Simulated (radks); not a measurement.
**Al⁴⁺ in [He] 2s2 2p5: an all-electron calculation**

An exercise on one series of results from a longer session: the logs are not shown, and one member is left open.

The numbers are computed with radks (a radial shooting solver on a logarithmic mesh, Libxc functionals) version 1 (scalar-relativistic Kohn-Sham, PBEsol, spin-polarised, spherical densities, point nucleus; open shells are filled with parallel spins first), except any that are marked as measured or tabulated.

**The atom as given**

- element: aluminium (Z = 13)
- charge: +4
- electrons: 9
- configuration: [He] 2s2 2p5

Outer shells as boxes (Hund's rule):

Al⁴⁺
```
[He] core
2s [↑↓]
2p [↑↓][↑↓][↑ ]
```

Set-up of the first run:

Settings of this run:

```text
Z 13
configuration [He] 2s2 2p5
relativity scalar-relativistic
functional pbe_sol,pbe_sol
spin polarised
nucleus point
c 137.035999084
```

One of the session's tables, all rows but one given; the rest of the session is left out.

It belongs to the step «Radial structure». Sizes of the orbitals, from the radial functions (bohr):

```
  level     <r>  outermost maximum (interpolated)  90 % within
  1s up  0.1203                            0.0785        0.215
1s down  0.1202                            0.0784        0.215
  2s up  0.6028                             0.488        0.945
2s down  0.6060                             0.489        0.951
  2p up       ?                                 ?            ?
2p down  0.5689                             0.417        0.950
```

Q: Estimate the row for 2p up from the others.

**Answer.** <r>: 0.5638; outermost maximum (interpolated): 0.415; 90 % within: 0.940. In the column «<r>» it lies between 1s up (0.1203) and 2p down (0.5689).

To keep in mind: Open shells are spherical and high-spin; term and fine-structure splittings are not resolved.
